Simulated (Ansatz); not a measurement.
The system is TaV.

```
CELL_PARAMETERS angstrom
1.60670 -2.30777 0.00000
1.60670 2.30777 0.00000
0.00000 0.00000 4.34136
ATOMIC_POSITIONS crystal
Ta 0.00000 0.00000 0.00000
V 0.50000 0.50000 0.50000
```

The cell comes from a database or a generator and needn't be the stable form of this composition.

Base run:

| Item | Value |
| --- | --- |
| Program | Ansatz 0.2.0 |
| Functional | PBE |
| Potentials or basis | Ansatz PAW |
| Cutoff | 420 eV |
| Density cutoff | 1680 eV |
| k mesh | 10 × 10 × 6 |
| Occupations | fermi-dirac, width 0.05 eV |
| Spin | collinear spin, ferromagnetic start |
| Starting moments | [0.0, 2.0] μB |

Its results: band gap on the k mesh none (metal or under the smearing width); pressure 0.0 GPa; net moment 0.00 μB per cell.

Question: The run is repeated on the same cell with these changes: functional from PBE to LDA; k mesh from 10 × 10 × 6 to 7 × 7 × 5. What comes out?

Answer: Band gap on the k mesh none (metal or under the smearing width); pressure -12.6 GPa; net moment 0.00 μB per cell.

Several settings changed at once, so the effect can't be laid on one alone.

Caveats: the PAW data sets come from PBE, with cores solved anew for the run's functional, which leaves a small shift of forces and pressure (some runs).

Not every run made on this cell is shown here.
